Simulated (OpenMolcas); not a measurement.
# Ti²⁺ among point charges: CASSCF and CASPT2 levels and susceptibility

How does a field of 3 point charges split the states of Ti²⁺, and what χT follows?

The numbers are computed with OpenMolcas 26.06 (state-averaged CASSCF and CASPT2, spin-orbit coupling by RASSI with atomic mean-field integrals), except any that are marked as measured or tabulated.

**1. The atom as given**

| Property | Result |
| --- | --- |
| Species | Ti²⁺ (titanium, Z = 22, 20 electrons) |
| Basis | ANO-RCC-VDZP [5s4p2d1f], 34 functions |
| Scalar Hamiltonian | DKH2, point nucleus |
| Inactive shells | 1s 2s 2p 3s 3p |
| Active space | 2 electrons in 5 orbitals (3d) |
| Some configurations of this space | 3d² |
| Orbitals | optimised for each spin and parity, averaged over all roots |

The outer shells:

3d2
```
3d [↑ ][↑ ][  ][  ][  ]
```

The ion sits among 3 point charges of -1.62 e arranged as a planar triangle (D3h), 2.05 Å from the ion.

Each step is its own input file, run in one work folder so that later steps find the files of earlier ones. Labels, J, g values, rates, χT and fits are worked out afterwards by a script from the matrices that RASSI stores.

**2. Basis and integrals**

a.inp

```
&GATEWAY
Coord
1

Ti 0.0 0.0 0.0
Basis=ANO-RCC-VDZP
Group=NoSym
NoMove
AngMom=0.0 0.0 0.0
AMFI
XField
3 Angstrom 0
2.050000 0.000000 0.000000 -1.620000
-1.025000 1.775352 0.000000 -1.620000
-1.025000 -1.775352 0.000000 -1.620000
&SEWARD
```

Started as:

```
> OMP_NUM_THREADS=1 MOLCAS_MEM=1689 MOLCAS_PROJECT=a pymolcas a.inp > a.log
```

**3. Reference wave functions, triplets, 10 roots**

a.inp

```
&RASSCF
FileOrb=start.orb
Symmetry=1
Spin=3
nActEl=2 0 0
Inactive=9
Ras2=5
CIRoot=10 10 1
SDav=10
CIMx=300
Iter=120 100
PrWF=0.3
OrbListing=Nothing
MaxOrb=0
>>> COPY $Project.JobIph JOB001
```

start.orb holds the contracted functions of the basis, ordered by shell, or the orbitals of the step before.

**4. Reference wave functions, singlets, 15 roots**

a.inp

```
&RASSCF
FileOrb=start.orb
Symmetry=1
Spin=1
nActEl=2 0 0
Inactive=9
Ras2=5
CIRoot=15 15 1
SDav=15
CIMx=300
Iter=120 100
PrWF=0.3
OrbListing=Nothing
MaxOrb=0
>>> COPY $Project.JobIph JOB002
```

**5. State interaction with spin-orbit coupling**

a.inp

```
&RASSI
NrOfJobIphs=2 10 15
1 2 3 4 5 6 7 8 9 10
1 2 3 4 5 6 7 8 9 10 11 12 13 14 15
IphNames
JOB001
JOB002
EJob
SpinOrbit
DIPRint=1.0
SOCoupling=1000.0
Subsets=2
Property=9
'ANGMOM' 1 'ANGMOM' 2 'ANGMOM' 3 'MLTPL  1' 1 'MLTPL  1' 2 'MLTPL  1' 3
'AMFI' 1 'AMFI' 2 'AMFI' 3
SOProperty=3
'ANGMOM' 1 'ANGMOM' 2 'ANGMOM' 3
```

**6. CASPT2: IPEA 0.25, imaginary shift 0.1 (closed shells correlated: 3s 3p)**

a.inp

```
>>> COPY JOB001 $Project.JobIph
&CASPT2
Multistate=10 1 2 3 4 5 6 7 8 9 10
NoMult
Frozen=5
IPEA=0.25
Imaginary=0.1
MaxIter=60
WThr=0.0 0.3 0.05
PrWF=0.5
NoMix
>>> COPY JOB002 $Project.JobIph
&CASPT2
Multistate=15 1 2 3 4 5 6 7 8 9 10 11 12 13 14 15
NoMult
Frozen=5
IPEA=0.25
Imaginary=0.1
MaxIter=60
WThr=0.0 0.3 0.05
PrWF=0.5
NoMix
```

(Steps that only read results are left out.)

What does the calculation give? Wanted: spin-free ground state; first state of the same spin within the active space; lowest level; next level.

**Answer**, as computed:

```
                                            quantity                                                                        value
                                              method  SS-CASPT2, IPEA 0.25, imaginary shift 0.1 (closed shells correlated: 3s 3p)
                              spin-free ground state                                               3E, 2-fold in its orbital part
first state of the same spin within the active space                                                             3A2 at 4070 cm⁻¹
                                        lowest level                                                                    1-fold A1
                                          next level                                                                    12.0 cm⁻¹
                                         χT at 300 K                                                               1.05 cm³ K/mol
                           effective moment at 300 K                                                                      2.90 μB
```

Cost by method:

| method | time of its own steps | time with the reference |
| --- | --- | --- |
| A. CASSCF | 5.8 s | 5.8 s |
| B. SS-CASPT2, IPEA 0.25, imaginary shift 0.1, +3s 3p | 2.6 s | 8.4 s |

Times are of one thread on a shared host.

What this shows: The spin-free ground state (3E) comes to 74 % from free-ion F terms and keeps the highest spin of the shell. χT at 300 K is 1.05, against 1.00 cm³ K/mol for the spin alone; near agreement at one temperature doesn't show that the orbital moment is quenched. CASPT2 does not keep the components of a term degenerate, and the means are used. The field of point charges can differ much from that of real complexes. This is an electrostatic model: the charges have no orbitals.
